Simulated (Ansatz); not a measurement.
# Sn3Se under changes of volume

One of the cells (26.013 Å³/atom); the others are scaled copies at fixed shape and fractional positions:

```xyz
4
Lattice="0.0000 3.7331 3.7331 3.7331 0.0000 3.7331 3.7331 3.7331 0.0000" Properties=species:S:1:pos:R:3 pbc="T T T"
Sn    3.7331    3.7331    3.7331
Sn    5.5997    5.5997    5.5997
Sn    1.8666    1.8666    1.8666
Se    0.0000    0.0000    0.0000
```

The cell comes from a database or a generator and needn't be the stable form of this composition.

| Item | Value |
| --- | --- |
| Program | Ansatz 0.2.0 |
| Functional | PBEsol |
| Potentials or basis | Ansatz PAW |
| Cutoff | 420 eV (not typed: the program's choice for these potentials) |
| k mesh | 6 × 6 × 6 |
| Occupations | fermi-dirac, width 0.05 eV |
| Spin | no spin polarisation |

| volume (Å³/atom) | energy over the lowest point (meV/atom) | pressure (GPa) |
| --- | --- | --- |
| 24.452 | 0.00 | -0.1 |
| 24.973 | 2.26 | -1.2 |
| 25.493 | 8.16 | -2.3 |
| 26.013 | 17.22 | -3.2 |
| 26.533 | 29.04 | -4.0 |
| 27.054 | 43.29 | -4.7 |
| 27.574 | ? | ? |

**Question.** What does the run at 27.574 Å³/atom give?

**Answer.** Energy over the lowest point 59.68 meV/atom; pressure -5.3 GPa.

Worked out: A Birch-Murnaghan fit of order 3 (a polynomial in V^(-2/3)) to the other rows has its minimum at 24.42 Å³/atom, just outside them, with B0 = V·E''(V) = 61 GPa and B' = 5.4. It gives 59.59 meV/atom at 27.574 Å³/atom, against the run's 59.68, and -dE/dV = -5.3 GPa, against -5.3.

Energies are extrapolated to zero smearing.

Caveats: the PAW data sets come from PBE, with cores solved anew for the run's functional, which leaves a small shift of forces and pressure.
